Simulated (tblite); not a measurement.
# C7H11ClSi2: the cost of one run

Programs: tblite 0.8.0 and PySCF 2.14.0, with density-fitted response routines of our own. Each step states its level of theory. These are calculated values for one molecule in the gas phase, unless marked as measured. Atoms count from 0, in the outputs and in this text.

**1. The molecule as given**

21 atoms, charge 0, multiplicity 1; geometry from: force field or distance geometry start.

Bonds of the start (Å): C0–C1 1.48, C1–C2 1.18, C2–Si3 1.88, Si3–Cl4 2.03, Si3–Si5 2.29, Si5–C6 1.91, C6–C7 1.51, C7–C8 1.35, C8–C9 1.50, C9–Si5 1.91, C0–H10 1.09, C0–H11 1.09, C0–H12 1.09, Si3–H13 1.48, Si5–H14 1.48, C6–H15 1.10, C6–H16 1.10, C7–H17 1.09, C8–H18 1.09, C9–H19 1.09, C9–H20 1.09.

**2. Optimising the geometry with GFN2-xTB**

Job settings and geometry (Å):

```
{"job": {"kind": "relax", "xc": "GFN2-xTB", "basis": "xTB"}, "charge": 0, "multiplicity": 1}
C      4.699800     0.295900     0.300700
C      3.298800     0.593100    -0.073200
C      2.176200     0.826300    -0.365300
Si     0.399800     1.215300    -0.857300
Cl     0.356800     1.748700    -2.819100
Si    -0.922600    -0.616900    -0.499200
C     -1.095000    -0.946700     1.372900
C     -2.547500    -0.677500     1.674100
C     -3.349400    -0.303000     0.660000
C     -2.762100    -0.157000    -0.717800
H      5.356700     0.462700    -0.550200
H      5.016000     0.939400     1.124600
H      4.794500    -0.740600     0.631400
H     -0.098500     2.377700    -0.084900
H     -0.566100    -1.849600    -1.243100
H     -0.848700    -1.989300     1.615500
H     -0.457600    -0.282900     1.971500
H     -2.932900    -0.812300     2.680200
H     -4.411200    -0.097000     0.818200
H     -2.872100     0.870600    -1.079000
H     -3.243800    -0.840200    -1.415400
```

The run is started by

```console
OMP_NUM_THREADS=1 python probes_run.py task.json out
```

This one command runs all jobs of the session in turn.

Q: Estimate the wall time of this first job on 1 thread of Arm Neoverse N1, shared host.

About 1.1 s.
